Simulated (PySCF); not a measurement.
CZnSH4, in a box:

```
C Zn S H
1.0
    14.00000    0.00000    0.00000
     0.00000   13.00000    0.00000
     0.00000    0.00000   12.00000
C Zn S H
1 1 1 4
Direct
  0.40017 0.55860 0.47111
  0.49556 0.47533 0.53666
  0.60912 0.38484 0.62065
  0.32960 0.51216 0.45694
  0.42816 0.58760 0.39131
  0.37623 0.62041 0.52323
  0.66909 0.39324 0.52999
```

The cell isn't the ideal one: atoms moved at random, drawn with an rms of 0.05 Å.

Base run:

| Item | Value |
| --- | --- |
| Program | PySCF 2.14.0 |
| Functional | LDA |
| Potentials or basis | 6-31g* (all-electron) |
| k mesh | 1 × 1 × 1 |
| Occupations | fixed |
| Spin | no spin polarisation |

Its results: gap between the frontier levels 4.68 eV.

Task: The run is repeated on the same cell with these changes: functional from LDA to PBE. What comes out?

Result: Gap between the frontier levels 4.77 eV.

Caveats: this is a molecule in a periodic box at the Γ point, so its band gap is the HOMO-LUMO gap; the basis of atomic orbitals isn't converged, which shifts pressures, moduli and gaps.

